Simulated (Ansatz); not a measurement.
# CH₃KS: up Jacob's ladder to CCSD(T)

The task here is to estimate one member of a computed series from the others.

Method: functionals in def2-TZVPP, the program's frozen cores in correlated methods; program: Ansatz 0.2.0, Gaussian basis.

Plan: LDA (SPW92), PBE-D4, revPBE-D4, BLYP-D4, r2SCAN-D4, B97M-V, PBE0-D4, B3LYP-D4, r2SCANh-D4, r2SCAN0-D4, HSE06-D4, BHLYP-D4, CAM-B3LYP-D4, LC-ωPBE, ωB97X-V, ωB97M-V, B2PLYP, PBE-QIDH; CCSD(T)/def2-SVP; CCSD(T)/def2-TZVPP; MP2/def2-QZVPP; extrapolation to the limit; RPA on PBE.

## The geometry

All runs share one geometry, relaxed beforehand with PBE0-D4 in a triple-zeta def2 set.

SMILES `C[S][K]`, 6 atoms, charge 0, spin multiplicity 1.

Atoms are counted from 1 here; the program's logs count them from 0.

Bond lengths: C1–S2 1.819 Å, C1–H4 1.093 Å, C1–H5 1.093 Å, C1–H6 1.093 Å, S2–K3 2.809 Å. Angles: S2–C1–H4 109.5°, S2–C1–H5 111.9°, S2–C1–H6 111.9°, H4–C1–H5 107.6°, H4–C1–H6 107.6°, H5–C1–H6 108.3°, C1–S2–K3 117.1°.

The first run:

Input file in.yaml:

```yaml
crystal:
  periodic: [false, false, false]
  atoms:
    - {symbol: C, position_ang: [-0.468760, 0.429293, -0.376403]}
    - {symbol: S, position_ang: [-0.102147, -1.249463, 0.219731]}
    - {symbol: K, position_ang: [2.292952, -1.605861, 1.643002]}
    - {symbol: H, position_ang: [-1.422096, 0.425759, -0.910011]}
    - {symbol: H, position_ang: [0.295547, 0.791976, -1.068459]}
    - {symbol: H, position_ang: [-0.553395, 1.144298, 0.445940]}
basis:
  gaussian: {orbitals: def2-TZVPP}
hamiltonian: {xc: lda}
output: {orbitals: {seedname: orbitals}}
```

Steps of the session up to this table: LDA; PBE-D4 (GGA); revPBE-D4 (GGA); BLYP-D4 (GGA); r2SCAN-D4 (meta-GGA); B97M-V (meta-GGA); PBE0-D4 (hybrid); B3LYP-D4 (hybrid); r2SCANh-D4 (hybrid); r2SCAN0-D4 (hybrid); HSE06-D4 (hybrid); BHLYP-D4 (hybrid); CAM-B3LYP-D4 (range-separated); LC-ωPBE-D4 (range-separated; the results give it without D4); ωB97X-V (range-separated); ωB97M-V (range-separated); B2PLYP (double hybrid); PBE-QIDH (double hybrid).

One of the session's tables, all rows but one given; the rest of the session is left out.

It belongs to the step «Frontier levels by functional». 

```
  functional  HOMO (eV)  LUMO (eV)  gap (eV)
 LDA (SPW92)      -3.38      -1.83      1.55
      PBE-D4      -3.26      -1.85      1.41
   revPBE-D4      -3.21      -1.87      1.34
     BLYP-D4      -3.16      -1.89      1.27
   r2SCAN-D4      -3.32      -1.18      2.14
      B97M-V      -3.42      -1.71      1.71
     PBE0-D4      -4.25      -1.34      2.91
    B3LYP-D4      -4.08      -1.61      2.47
  r2SCANh-D4          ?          ?         ?
  r2SCAN0-D4      -4.33      -0.93      3.40
    HSE06-D4      -3.86      -1.64      2.23
    BHLYP-D4      -5.20      -1.06      4.14
CAM-B3LYP-D4      -5.50      -0.92      4.59
     LC-ωPBE      -6.78      -0.22      6.56
     ωB97X-V      -6.46      -0.19      6.27
     ωB97M-V      -6.38      -0.76      5.62
```

Estimate the missing values for r2SCANh-D4.

Worked estimate for «HOMO (eV)». Against the share of exact exchange, r2SCAN-D4 (0, -3.32), r2SCAN0-D4 (0.25, -4.33) give a slope of -4.04 per unit share; at 0.1 the line stands at -3.72.

The run gave: HOMO (eV): -3.72; LUMO (eV): -1.07; gap (eV): 2.65. In «HOMO (eV)» the line misses by 0.00.
